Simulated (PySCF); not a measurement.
# C5H12MoO3 (Mo(CMe)(OMe)3): the cost of one run

Computed with PySCF 2.14.0, with density-fitted response routines of our own, on a single molecule in the gas phase. Atoms count from 0, in the outputs and in this text.

### 1 The molecule as given

21 atoms, charge 0, multiplicity 1; geometry from: GFN2-xTB. The atoms were then displaced at random by about 0.03 Å, so the start is not that level's minimum.

Bonds of the start (Å): Mo0–C1 1.80, Mo0–O6 1.80, Mo0–O11 1.93, Mo0–O16 1.85, C1–C2 1.44, C2–H3 1.10, C2–H4 1.13, C2–H5 1.07, O6–C7 1.39, C7–H8 1.18, C7–H9 1.03, C7–H10 1.11, O11–C12 1.40, C12–H13 1.16, C12–H14 1.00, C12–H15 1.15, O16–C17 1.43, C17–H18 1.10, C17–H19 1.10, C17–H20 1.12.

### 2 Geometry optimisation at PBE0-D3(BJ)/def2-SVP

What the job is given:

```
{"job": {"xc": "PBE0", "basis": "def2-SVP", "d3": "d3bj", "grid": 1, "maxiter": 40, "shake": 0.03, "kind": "geom"}, "charge": 0, "multiplicity": 1}
Mo     0.009950    -0.050590    -0.684180
C      0.068470    -0.059190     1.113400
C      0.130420    -0.098620     2.550560
H      0.309820    -1.115970     2.924500
H      1.095820     0.379950     2.885890
H     -0.668870     0.426130     3.037730
O      1.487500    -0.809340    -1.370690
C      2.680970    -1.437750    -1.040880
H      2.692650    -1.535780     0.130580
H      3.493700    -0.889510    -1.359370
H      2.631100    -2.464300    -1.454820
O     -0.110660     1.816510    -1.137910
C     -0.204610     3.141040    -0.694850
H     -0.091960     3.099650     0.456180
H     -1.059690     3.596260    -0.954100
H      0.733960     3.707120    -1.057830
O     -1.596860    -0.841800    -1.151520
C     -2.715310    -1.556750    -0.618540
H     -2.628950    -1.636550     0.472360
H     -2.769920    -2.578840    -1.020380
H     -3.674280    -1.075690    -0.955740
```

Command:

```
OMP_NUM_THREADS=1 python probes_run.py task.json out
```

The driver reads the jobs from task.json and runs them one after another.

Q: Estimate the wall time and peak memory of this first job on 1 thread of AMD EPYC, shared host.

About 8.6 min, with a peak of 0.95 GiB.
